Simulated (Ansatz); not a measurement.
# CH3BO2: the cost of one run

Program: Ansatz 0.2.0. Level of theory: RHF/def2-SVP. These are calculated values, not measurements.

**1. The system as given**

Bond lengths: B1–C2 1.497 Å, C2–O3 1.273 Å, C2–O4 1.449 Å, B1–H5 1.241 Å, B1–H6 1.207 Å, O4–H7 1.000 Å. Angles: B1–C2–O3 119.6°, B1–C2–O4 118.6°, O3–C2–O4 121.7°, C2–B1–H5 120.7°, C2–B1–H6 124.6°, H5–B1–H6 114.7°, C2–O4–H7 118.9°.

Coordinates:

```xyz
7

B    -0.6107    0.8998   -0.1846
C     0.0534   -0.4394   -0.1118
O    -0.3800   -1.3967   -0.8297
O     1.2150   -0.5914    0.7406
H    -1.5788    1.0860   -0.9384
H    -0.2823    1.8648    0.4625
H     1.6445   -1.4912    0.8157
```

**2. Relaxing end A**

input.yaml

```yaml
crystal:
  periodic: [false, false, false]
  atoms:
    - { symbol: B, position_ang: [-0.6107, 0.8998, -0.1846] }
    - { symbol: C, position_ang: [0.0534, -0.4394, -0.1118] }
    - { symbol: O, position_ang: [-0.38, -1.3967, -0.8297] }
    - { symbol: O, position_ang: [1.215, -0.5914, 0.7406] }
    - { symbol: H, position_ang: [-1.5788, 1.086, -0.9384] }
    - { symbol: H, position_ang: [-0.2823, 1.8648, 0.4625] }
    - { symbol: H, position_ang: [1.6445, -1.4912, 0.8157] }
basis:
  gaussian: { orbitals: def2-SVP }
hamiltonian:
  xc: hf
relax:
  f_tol: 0.015
  max_steps: 40
```

Started as:

```sh
> ansatz run input.yaml --threads 1 --pin off --max-ram 2048MiB --backend cpu --events-out ev --progress --plain --runs-dir out
```

What time and memory should one allow on 1 thread of Intel Xeon at 2.50GHz (Skylake/Cascade Lake), shared host?

About 46 s, with a peak of 0.14 GiB.
